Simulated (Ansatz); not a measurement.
**CCSD/def2-SVP run of Si2H2OF2 (SMILES F[Si]1(F)O[SiH2]1)**

Aim: the vertical ionisation energy of Si2H2OF2 at CCSD/def2-SVP, from 2 runs. 

The results are computed with Ansatz 0.2.0.

49 further runs of the same task are left out: 49 set aside as unsound or not needed. Runs told in other sessions of the task aren't counted.

## 1. The system as given

Si2H2OF2: 7 atoms, total charge 0, spin state singlet. As SMILES, `F[Si]1(F)O[SiH2]1`. Geometry: relaxed at PBE0-D4/def2-TZVP.

Bond lengths: F1–Si2 1.578 Å, Si2–F3 1.578 Å, Si2–O4 1.648 Å, Si2–Si5 2.174 Å, O4–Si5 1.718 Å, Si5–H6 1.482 Å, Si5–H7 1.482 Å. Some angles: F1–Si2–F3 105.1°, F1–Si2–O4 114.7°, F1–Si2–Si5 127.3°, F3–Si2–O4 114.7°, F3–Si2–Si5 127.3°, O4–Si2–Si5 51.2°, Si2–O4–Si5 80.4°, Si2–Si5–O4 48.4°, Si2–Si5–H6 124.7°, Si2–Si5–H7 124.7°.

## 2. A single-point energy at CCSD/def2-SVP

The input, molecule.yaml:

```yaml
crystal:
  periodic: [false, false, false]
  atoms:
    - {symbol: F, position_ang: [0.424200, -1.612100, 1.693800]}
    - {symbol: Si, position_ang: [0.037900, -1.026000, 0.280100]}
    - {symbol: F, position_ang: [-0.194200, -2.288000, -0.639100]}
    - {symbol: O, position_ang: [1.103500, 0.077900, -0.322100]}
    - {symbol: Si, position_ang: [-0.304800, 1.058600, -0.232800]}
    - {symbol: H, position_ang: [-0.202300, 2.188800, 0.720000]}
    - {symbol: H, position_ang: [-0.802800, 1.532800, -1.545500]}
basis:
  gaussian:
    orbitals: def2-SVP
scf:
  omitted_lower_state_checks: [cluster_reference, increment]
correlation:
  method: ccsd
  frozen_orbitals: {F: 1, H: 0, O: 1, Si: 5}
accuracy: high
```

The run is started by

```bash
$ ansatz run molecule.yaml --threads 1 --pin off --max-ram 2610MiB --events-out events.jsonl --progress --plain --runs-dir runs
```

The program printed, shortened:

```text
Warning: RAYON_NUM_THREADS=1 ignored (pool sized by the plan → 1); use --threads N
Functional definition: HF
  name "HF"
[...]
1781 factors; integrals over basis functions are off by at most 3.9e-9 eV
[...]
mean field -23197.61629008 eV, -852.4966747512 hartree, gradient 7.3e-9 eV, S^2 0.000000; 0 other end points of the search recorded, 0 dependent functions left out
13 core orbitals not correlated: weight in the atoms' cores, before any rotation towards them, 1.000 or more for the frozen orbitals, at most 0.000 for the correlated occupied ones
reference -23197.61629008 eV, -852.4966747512 hartree; 15, 15 occupied and 60, 60 virtual orbitals, 1781 factors
second order -19.97677002 eV of doubles, -0.00000000 eV of singles
cycle   1  -20.00382198 eV  change   -2.7e-2 eV  update   1.2e-1
[...]
cycle  20  -20.62806032 eV  change   -2.1e-9 eV  update   3.2e-9
Total energy: -23218.24435039 eV, -853.2547419857 hartree
Checks for a lower state left out: cluster_reference, increment
```

Run time: 18 s. Hardware: 1 thread of Arm Neoverse V1, shared host; peak memory 0.46 GiB.

## 3. The doublet cation at the same level

The input, job.yaml:

```yaml
crystal:
  periodic: [false, false, false]
  atoms:
    - {symbol: F, position_ang: [0.424200, -1.612100, 1.693800]}
    - {symbol: Si, position_ang: [0.037900, -1.026000, 0.280100]}
    - {symbol: F, position_ang: [-0.194200, -2.288000, -0.639100]}
    - {symbol: O, position_ang: [1.103500, 0.077900, -0.322100]}
    - {symbol: Si, position_ang: [-0.304800, 1.058600, -0.232800]}
    - {symbol: H, position_ang: [-0.202300, 2.188800, 0.720000]}
    - {symbol: H, position_ang: [-0.802800, 1.532800, -1.545500]}
basis:
  gaussian:
    orbitals: def2-SVP
magnetization:
  spin_polarized: true
  initial_magnetization: 1
scf:
  omitted_lower_state_checks: [cluster_reference, increment]
total_charge: 1
accuracy: high
correlation:
  method: ccsd
  frozen_orbitals: {F: 1, H: 0, O: 1, Si: 5}
```

The run is started by

```bash
$ ansatz run job.yaml --threads 1 --pin off --max-ram 2610MiB --events-out events.jsonl --progress --plain --runs-dir runs
```

The program printed, shortened:

```text
Warning: RAYON_NUM_THREADS=1 ignored (pool sized by the plan → 1); use --threads N
Functional definition: HF
  name "HF"
[...]
1779 factors; integrals over basis functions are off by at most 3.9e-9 eV
[...]
mean field -23188.21363056 eV, -852.1511333872 hartree, gradient 2.4e-8 eV, S^2 0.769983; 1 other end points of the search recorded, 0 dependent functions left out
13 core orbitals not correlated: weight in the atoms' cores, before any rotation towards them, 1.000 or more for the frozen orbitals, at most 0.000 for the correlated occupied ones
reference -23188.21363056 eV, -852.1511333872 hartree; 15, 14 occupied and 60, 61 virtual orbitals, 1779 factors
second order -19.52611421 eV of doubles, -0.00000000 eV of singles
cycle   1  -19.48575722 eV  change    4.0e-2 eV  update   1.3e-1
[...]
cycle  27  -20.20162891 eV  change  -8.4e-12 eV  update   2.7e-9
Total energy: -23208.41525947 eV, -852.8935295565 hartree
Checks for a lower state left out: cluster_reference, increment
```

Run time: 76 s. Hardware: 1 thread of Arm Neoverse V1, shared host; peak memory 0.92 GiB.

## 4. What came out

Level: CCSD/def2-SVP, 13 core orbitals frozen.

```
                                                      quantity          value
                                singlet Si2H2OF2: total energy  -853.25474 Eh
singlet Si2H2OF2: correlation energy (13 core orbitals frozen)     -758.1 mEh
                               singlet Si2H2OF2: T1 diagnostic          0.014
                                  doublet cation: total energy  -852.89353 Eh
  doublet cation: correlation energy (13 core orbitals frozen)     -742.4 mEh
             doublet cation: ⟨S²⟩ of the reference determinant          0.770
                                 doublet cation: T1 diagnostic          0.020
            vertical ionisation energy (to the doublet cation)       9.829 eV
```

The vertical ionisation energy comes to 9.83 eV (948 kJ/mol).
